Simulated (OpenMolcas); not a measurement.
# InSiH4F (SMILES [F][InH][SiH3]): levels of theory compared

Wanted: a comparison of 5 runs (HF/STO-3G, BHLYP/def2-SVP, BLYP/def2-SVP, M06-L/def2-SVP, TPSS/def2-SVP) of InSiH4F. 

The calculation is run with OpenMolcas 26.06.

## Step 1: Starting point

InSiH4F: 7 atoms, total charge 0, spin state singlet. SMILES: `[F][InH][SiH3]`. The coordinates come from a PBE0-D4/def2-TZVP relaxation.

Bond lengths: F1–In2 1.968 Å, In2–Si3 2.558 Å, In2–H4 1.714 Å, Si3–H5 1.486 Å, Si3–H6 1.486 Å, Si3–H7 1.487 Å. Angles: F1–In2–Si3 109.2°, F1–In2–H4 109.4°, Si3–In2–H4 141.4°, In2–Si3–H5 109.2°, In2–Si3–H6 109.1°, In2–Si3–H7 111.4°, H5–Si3–H6 109.2°, H5–Si3–H7 109.0°, H6–Si3–H7 109.0°.

## Step 2: Energy and forces at HF/STO-3G (run 1)

File test.input:

```
>>> EXPORT MOLCAS_PRINT=2

&GATEWAY
 BASLIB=$CurrDir
 COORD
 7
 angstrom
 F       -0.196000      -2.340000       1.298800
 In      -0.756000      -1.164900      -0.176800
 Si       0.528000       1.043100      -0.028600
 H       -1.937800      -1.965900      -1.125300
 H        1.986000       0.765900      -0.108800
 H        0.226000       1.696000       1.272200
 H        0.149800       1.965800      -1.131400
 BASIS=STO-3G
 GROUP=NoSym

&SEWARD

&SCF
 THRESHOLDS=1e-10 1e-07 1e-07 1e-05
 PRORBITALS=1 1

&ALASKA
```

The basis set STO-3G is read from a file made from the Basis Set Exchange's data (not shown).

Run with:

```sh
export MOLCAS_MEM=1860
pymolcas test.input > test.log
```

Log:

```text
--- Start Module: gateway ---
[...]
--- Stop Module: gateway /rc=_RC_ALL_IS_WELL_ ---
[...]
      Basis functions           45
[...]
--- Start Module: scf ---
[...]
       Convergence after  12 Iterations
[...]
::    Total SCF energy                              -6068.8495697848
[...]
      Total spin, S                                     0.0000000000
[...]
      Total electronic charge=   76.000000
      Total            charge=   -0.000000
[...]
      Dipole Moment (debye):
      Origin of the operator (angstrom)=   -0.4544   -0.8839    0.0148
                   X= -5.3519E-01               Y=  9.7451E-01               Z= -1.3141E+00           Total=  1.7213E+00
      Quadrupole Moment (debye*angstrom):
[...]
 *              Molecular gradients               *
 **************************************************
  Irreducible representation: a
 ------------------------------------------------------------------------------------------
                              X                       Y                       Z
 ------------------------------------------------------------------------------------------
  F1                1.11210844573115E-02   -2.29869987002225E-02    2.90710538011894E-02
  IN2               4.06957127369267E-03    3.36590062828916E-02   -1.71204632658082E-02
  SI3               5.71320994978919E-04   -4.67462771812421E-03    3.61580750543777E-03
  H4               -2.44697103990577E-02   -2.13370050154520E-02   -1.65030567885029E-02
  H5                3.02976603883440E-02   -1.07504311354503E-02   -2.24595027241492E-03
  H6               -9.57310732244809E-03    1.03341636114647E-02    2.90593377485724E-02
  H7               -1.20168193928294E-02    1.57558926748997E-02   -2.58767287285258E-02
 ------------------------------------------------------------------------------------------
[...]
```

Run time: 4.8 s. Hardware: 1 thread of AMD EPYC 7R43 (Zen 3), shared host; peak memory 0.38 GiB.

## Step 3: Energy and gradient at BHLYP/def2-SVP (core potential) (run 2)

File coord.xyz:

```xyz
7

F     -0.196000    -2.340000     1.298800
In    -0.756000    -1.164900    -0.176800
Si     0.528000     1.043100    -0.028600
H     -1.937800    -1.965900    -1.125300
H      1.986000     0.765900    -0.108800
H      0.226000     1.696000     1.272200
H      0.149800     1.965800    -1.131400
```

File job.input:

```
&GATEWAY
  BASLIB
  $CurrDir
  COORD
  coord.xyz
  BASIS
  def2-SVP
  GROUP
  NoSym

&SEWARD
  GRIDINPUT
  Grid=UltraFine
  End of Grid

&SCF
  KSDFT
  HYB_GGA_XC_BHANDHLYP
  THRESHOLDS
  1e-10 1e-07 1e-07 1e-05
  PRORBITALS
  1 1

&ALASKA
```

The basis set def2-SVP is read from a file made from the Basis Set Exchange's data (not shown).

Run with:

```sh
export MOLCAS_MEM=1860
pymolcas job.input > job.log
```

Log:

```text
--- Start Module: gateway ---
[...]
--- Stop Module: gateway /rc=_RC_ALL_IS_WELL_ ---
[...]
      Basis functions           78
[...]
--- Start Module: scf ---
[...]
       Convergence after  13 Iterations
[...]
::    Total KS-DFT energy                            -581.5871708408
[...]
      Total spin, S                                     0.0000000000
[...]
      Total electronic charge=   48.000000
      Total            charge=   -0.000000
[...]
      Dipole Moment (debye):
      Origin of the operator (angstrom)=   -0.4544   -0.8839    0.0148
                   X= -6.0780E-01               Y=  2.2488E+00               Z= -2.2450E+00           Total=  3.2353E+00
      Quadrupole Moment (debye*angstrom):
[...]
 *              Molecular gradients               *
 **************************************************
  Irreducible representation: a
 ------------------------------------------------------------------------------------------
                              X                       Y                       Z
 ------------------------------------------------------------------------------------------
  F1                3.31671439321113E-04    4.85972269075319E-04    8.85032615123293E-05
  IN2               2.01614090913793E-04    2.53023735072544E-03   -1.40623801052264E-03
  SI3              -1.99837062285191E-03   -4.34139700853287E-03    2.94776529211616E-04
  H4                8.75658997737894E-04    3.04530542130532E-04    8.90466884900132E-04
  H5                1.68509595339028E-03   -4.75040443210006E-04   -9.48733079766395E-05
  H6               -4.49250429704340E-04    6.68167762438721E-04    1.59928181002655E-03
  H7               -6.46419428896872E-04    8.27529527334114E-04   -1.37191716710161E-03
 ------------------------------------------------------------------------------------------
[...]
```

It took 28 s on 1 thread of AMD EPYC 7R43 (Zen 3), shared host; peak memory 0.44 GiB.

## Step 4: Energy and gradient at BLYP/def2-SVP (core potential) (run 3)

File run.inp:

```
>>> EXPORT MOLCAS_PRINT=2

&GATEWAY
  BASLIB = $CurrDir
  COORD
  7
  bohr
  F     -0.37038632    -4.42195913     2.45437629
  In    -1.42863295    -2.20134196    -0.33410358
  Si     0.99777539     1.97117332    -0.05404617
  H     -3.66191128    -3.71501259    -2.12650881
  H      3.75299608     1.44734124    -0.20560220
  H      0.42707810     3.20497551     2.40410958
  H      0.28308097     3.71482362    -2.13803614
  BASIS = def2-SVP
  GROUP = NoSym

&SEWARD
  GRIDINPUT
  Grid=UltraFine
  End of Grid

&SCF
  KSDFT = BLYP
  THRESHOLDS = 1e-10 1e-07 1e-07 1e-05
  PRORBITALS = 1 2

&ALASKA
```

The basis set def2-SVP is read from a file made from the Basis Set Exchange's data (not shown).

Run with:

```sh
export MOLCAS_MEM=1860
pymolcas run.inp > run.log
```

Log:

```text
--- Start Module: gateway ---
[...]
--- Stop Module: gateway /rc=_RC_ALL_IS_WELL_ ---
[...]
      Basis functions           78
[...]
--- Start Module: scf ---
[...]
       Convergence after  18 Iterations
[...]
::    Total KS-DFT energy                            -581.6384909799
[...]
      Total spin, S                                     0.0000000000
[...]
      Total electronic charge=   48.000000
      Total            charge=   -0.000000
[...]
      Dipole Moment (debye):
      Origin of the operator (angstrom)=   -0.4544   -0.8839    0.0148
                   X= -4.0909E-01               Y=  1.9801E+00               Z= -1.8188E+00           Total=  2.7196E+00
      Quadrupole Moment (debye*angstrom):
[...]
 *              Molecular gradients               *
 **************************************************
  Irreducible representation: a
 ------------------------------------------------------------------------------------------
                              X                       Y                       Z
 ------------------------------------------------------------------------------------------
  F1               -3.91719619150832E-03    9.79650970735868E-03   -1.13663746857444E-02
  IN2               2.53375469120165E-03   -6.26641927959382E-03    7.30979372505125E-03
  SI3              -6.56843456755318E-04   -2.19060894193213E-03    5.75360941262815E-04
  H4                5.33882278276554E-03    3.86606732636352E-03    4.11846148450845E-03
  H5               -5.06170538377226E-03    6.60725409331875E-04    1.34041147012431E-04
  H6                7.52389033733092E-04   -2.39161053543313E-03   -4.40416650085096E-03
  H7                1.01077852421250E-03   -3.47466368615512E-03    3.63288388870542E-03
 ------------------------------------------------------------------------------------------
[...]
```

Run time: 38 s. Hardware: 1 thread of AMD EPYC 7R43 (Zen 3), shared host; peak memory 0.44 GiB.

Run 4 isn't shown in full; the table further down has it.

## Step 5: Energy and gradient at TPSS/def2-SVP (core potential) (run 5)

File mol.xyz:

```xyz
7

F     -0.196000    -2.340000     1.298800
In    -0.756000    -1.164900    -0.176800
Si     0.528000     1.043100    -0.028600
H     -1.937800    -1.965900    -1.125300
H      1.986000     0.765900    -0.108800
H      0.226000     1.696000     1.272200
H      0.149800     1.965800    -1.131400
```

File mol.input:

```
&GATEWAY
  BasLib=$CurrDir
  Coord=mol.xyz
  Basis=def2-SVP
  Group=NoSym

&SEWARD
  GridInput
  Grid=UltraFine
  End of Grid

&SCF
  KSDFT=2
  1.0 MGGA_X_TPSS
  1.0 MGGA_C_TPSS
  Thresholds=1e-10 1e-07 1e-07 1e-05
  PrOrbitals=1 1

&ALASKA
```

The basis set def2-SVP is read from a file made from the Basis Set Exchange's data (not shown).

Run with:

```sh
export MOLCAS_MEM=1860
pymolcas mol.input > mol.log
```

Log:

```text
--- Start Module: gateway ---
[...]
--- Stop Module: gateway /rc=_RC_ALL_IS_WELL_ ---
[...]
      Basis functions           78
[...]
--- Start Module: scf ---
[...]
       Convergence after  18 Iterations
[...]
::    Total KS-DFT energy                            -581.6691138193
[...]
      Total spin, S                                     0.0000000000
[...]
      Total electronic charge=   48.000000
      Total            charge=   -0.000000
[...]
      Dipole Moment (debye):
      Origin of the operator (angstrom)=   -0.4544   -0.8839    0.0148
                   X= -4.5601E-01               Y=  1.9441E+00               Z= -1.8538E+00           Total=  2.7247E+00
      Quadrupole Moment (debye*angstrom):
[...]
 *              Molecular gradients               *
 **************************************************
  Irreducible representation: a
 ------------------------------------------------------------------------------------------
                              X                       Y                       Z
 ------------------------------------------------------------------------------------------
  F1               -2.32518520949920E-03    6.09707806297521E-03   -6.93203490422789E-03
  IN2               1.05656658779729E-03   -3.87760110494595E-03    3.88083108343729E-03
  SI3              -1.31251855038705E-04   -1.51672774019573E-03    7.83076346365763E-04
  H4                3.16750914026542E-03    1.96198784990198E-03    2.66068975528233E-03
  H5               -1.98036833573401E-03    3.42024745514369E-05   -1.23445968285840E-05
  H6                1.12057434898838E-04   -1.04880575032684E-03   -1.62901755378364E-03
  H7                1.00672237257515E-04   -1.65013379186618E-03    1.24879986980764E-03
 ------------------------------------------------------------------------------------------
[...]
```

Run time: 46 s. Hardware: 1 thread of AMD EPYC 7R43 (Zen 3), shared host; peak memory 0.43 GiB.

## Step 6: All runs side by side

```
run                            level  integration grid   energy (Eh)  dipole moment (D)  HOMO energy (eV)  LUMO energy (eV)  wall time
  1                        HF/STO-3G                 –  -6068.849570               1.72             -7.27              5.70      4.8 s
  2  BHLYP/def2-SVP (core potential)         UltraFine   -581.587171               3.24             -8.85             -1.29       28 s
  3   BLYP/def2-SVP (core potential)         UltraFine   -581.638491               2.72             -6.42             -2.54       38 s
  4  M06-L/def2-SVP (core potential)         UltraFine   -581.842928               2.88             -6.83             -2.34       41 s
  5   TPSS/def2-SVP (core potential)         UltraFine   -581.669114               2.72             -6.72             -2.50       46 s
```

## Step 7: Results

| quantity | value |
| --- | --- |
| run 5: total energy | -581.66911 Eh |
| run 5: dipole moment | 2.72 D |
| run 5: HOMO energy | -6.72 eV |
| run 5: LUMO energy | -2.50 eV |
| run 5: HOMO–LUMO gap | 4.22 eV |
| run 5: largest force on an atom | 0.490 eV/Å |

What this shows: The dipole moment (its size) runs from 1.72 D (HF/STO-3G) to 3.24 D (BHLYP/def2-SVP). The two ends differ in method and basis and core potential. The HOMO–LUMO gap runs from 3.87 eV (BLYP/def2-SVP) to 12.97 eV (HF/STO-3G). Totals of different functionals can't be ranked against each other. Some runs of one species differ in core potentials or relativity; totals across that change don't compare. In run 1 the basis is minimal, so the values are rough. In run 1 relativity is left out where basis or elements ask for it. All runs together took 2.6 min, the longest 46 s.
